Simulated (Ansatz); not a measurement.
C2H5BF2O, SMILES CCOB(F)F, a geometry optimisation

Run with Ansatz 0.2.0 through its Python package.

Input file `c2h5bf2o.xyz`:
```text
11

C     0.33400   -1.23740    1.15040
C    -0.00860   -0.39280   -0.12190
O    -0.06560    0.98290    0.19020
B    -0.24020    1.76150   -1.02310
F     0.77720    2.22630   -1.85400
F    -1.67760    2.08930   -1.37410
H     0.33740   -2.27390    0.90070
H    -0.46760   -0.99380    1.88950
H     1.27300   -0.87810    1.60280
H    -0.98690   -0.72840   -0.49960
H     0.79020   -0.61260   -0.84020
```

The script, `opt_c2h5bf2o.py`:
```python
"""Relax the C2H5BF2O molecule."""

import itertools
import warnings

import ansatz as az
from ase.data import atomic_numbers, covalent_radii
import numpy as np


def main() -> None:
    warnings.simplefilter("ignore", az.DeckWarning)

    c2h5bf2o = az.Crystal.molecule_from_extxyz("c2h5bf2o.xyz")

    setup = (
        c2h5bf2o.calculation()
        .basis(gaussian="def2-SVP")
        .functional("HF")
        .accuracy("medium")
    )
    symbols = [site.symbol for site in c2h5bf2o.cartesian_sites]
    start = np.array([site.position_ang for site in c2h5bf2o.cartesian_sites], dtype=float)
    def progress(event):
        if event["event"] == "relax_step":
            row = event["data"]
            print(f"step {row['step']:3d}  E = {row['lagrangian_ev']:.6f} eV  largest force component {row['allowed_force_max_ev_ang']:.4f} eV/A")


    r = setup.relax(force_tolerance=0.02, max_steps=100).session().plan().execute(on_event=progress).report
    end = np.array(r["positions_ang"])

    print(f"E = {r['free_energy_ev']:.6f} eV = {r['free_energy_ev'] / 27.211386246:.7f} Ha")
    print("converged:", r["converged"], " doubts:", r["published_state_doubts"] or "none")

    # pairs closer than 1.2 times the sum of covalent radii, before or after
    radius = [covalent_radii[atomic_numbers[s]] for s in symbols]
    span = lambda where, i, j: np.linalg.norm(where[i] - where[j])
    bonded = [(i, j) for i, j in itertools.combinations(range(len(symbols)), 2) if min(span(start, i, j), span(end, i, j)) < 1.2 * (radius[i] + radius[j])]
    print("pair        before    after (A)")
    for i, j in bonded:
        print(f"{symbols[i]}{i}-{symbols[j]}{j}".ljust(10), f"{span(start, i, j):8.4f} {span(end, i, j):8.4f}")
    for first, second in list(itertools.combinations(bonded, 2)):
        shared = set(first) & set(second)
        if shared and symbols[(j := shared.pop())] != "H":
            i, k = sorted((set(first) | set(second)) - {j})
            u, v = end[i] - end[j], end[k] - end[j]
            angle = np.degrees(np.arccos(np.clip(u @ v / np.linalg.norm(u) / np.linalg.norm(v), -1, 1)))
            print(f"final angle {symbols[i]}{i}-{symbols[j]}{j}-{symbols[k]}{k}: {angle:.2f} deg")


if __name__ == "__main__":
    main()
```

```console
$ python opt_c2h5bf2o.py
step   1  E = -10255.922674 eV  largest force component 5.8677 eV/A
step   2  E = -10257.034922 eV  largest force component 2.9818 eV/A
step   3  E = -10257.260660 eV  largest force component 2.6823 eV/A
step   4  E = -10257.385580 eV  largest force component 0.7969 eV/A
step   5  E = -10257.420127 eV  largest force component 0.3035 eV/A
step   6  E = -10257.429373 eV  largest force component 0.3982 eV/A
step   7  E = -10257.437538 eV  largest force component 0.1836 eV/A
step   8  E = -10257.458769 eV  largest force component 0.2121 eV/A
step   9  E = -10257.474747 eV  largest force component 0.5960 eV/A
step  10  E = -10257.512246 eV  largest force component 0.5501 eV/A
step  11  E = -10257.598169 eV  largest force component 0.8513 eV/A
step  12  E = -10257.644623 eV  largest force component 1.2110 eV/A
step  13  E = -10257.741671 eV  largest force component 0.4423 eV/A
step  14  E = -10257.754585 eV  largest force component 0.2396 eV/A
step  15  E = -10257.758118 eV  largest force component 0.0492 eV/A
step  16  E = -10257.758424 eV  largest force component 0.0361 eV/A
step  17  E = -10257.759025 eV  largest force component 0.1323 eV/A
step  18  E = -10257.759517 eV  largest force component 0.0853 eV/A
step  19  E = -10257.759933 eV  largest force component 0.0528 eV/A
step  20  E = -10257.760194 eV  largest force component 0.1381 eV/A
step  21  E = -10257.748231 eV  largest force component 0.8703 eV/A
step  22  E = -10257.759841 eV  largest force component 0.1104 eV/A
step  23  E = -10257.761357 eV  largest force component 0.0354 eV/A
step  24  E = -10257.761871 eV  largest force component 0.0569 eV/A
step  25  E = -10257.762094 eV  largest force component 0.1363 eV/A
step  26  E = -10257.762267 eV  largest force component 0.1063 eV/A
step  27  E = -10257.762760 eV  largest force component 0.0326 eV/A
step  28  E = -10257.763031 eV  largest force component 0.0369 eV/A
step  29  E = -10257.762065 eV  largest force component 0.1853 eV/A
step  30  E = -10257.763193 eV  largest force component 0.0540 eV/A
step  31  E = -10257.763301 eV  largest force component 0.0547 eV/A
step  32  E = -10257.763366 eV  largest force component 0.0441 eV/A
step  33  E = -10257.763426 eV  largest force component 0.0332 eV/A
step  34  E = -10257.763461 eV  largest force component 0.0325 eV/A
step  35  E = -10257.763482 eV  largest force component 0.0119 eV/A
E = -10257.763482 eV = -376.9658550 Ha
converged: True  doubts: none
pair        before    after (A)
C0-C1        1.5651   1.5105
C0-H6        1.0662   1.0911
C0-H7        1.1172   1.0903
C0-H8        1.1025   1.0903
C1-O2        1.4118   1.4125
C1-H9        1.1011   1.0910
C1-H10       1.0965   1.0910
O2-B3        1.4522   1.3260
B3-F4        1.3934   1.3161
B3-F5        1.5155   1.3086
final angle C1-C0-H6: 110.14 deg
final angle C1-C0-H7: 110.59 deg
final angle C1-C0-H8: 110.59 deg
final angle C0-C1-O2: 109.02 deg
final angle C0-C1-H9: 110.74 deg
final angle C0-C1-H10: 110.75 deg
final angle H6-C0-H7: 108.59 deg
final angle H6-C0-H8: 108.59 deg
final angle H7-C0-H8: 108.27 deg
final angle O2-C1-H9: 109.41 deg
final angle O2-C1-H10: 109.42 deg
final angle C1-O2-B3: 123.71 deg
final angle H9-C1-H10: 107.48 deg
final angle O2-B3-F4: 122.01 deg
final angle O2-B3-F5: 120.26 deg
final angle F4-B3-F5: 117.73 deg
```

The settings weren't tested for convergence. The end point is the stationary point reached from this start; no frequency run checks that it is a minimum, and the basis set is modest. Timing: 100 s on 1 thread of Arm Neoverse V1 (shared host), peak memory 0.29 GiB.

(Lines on the test bed's own set-up are left out of the output.)
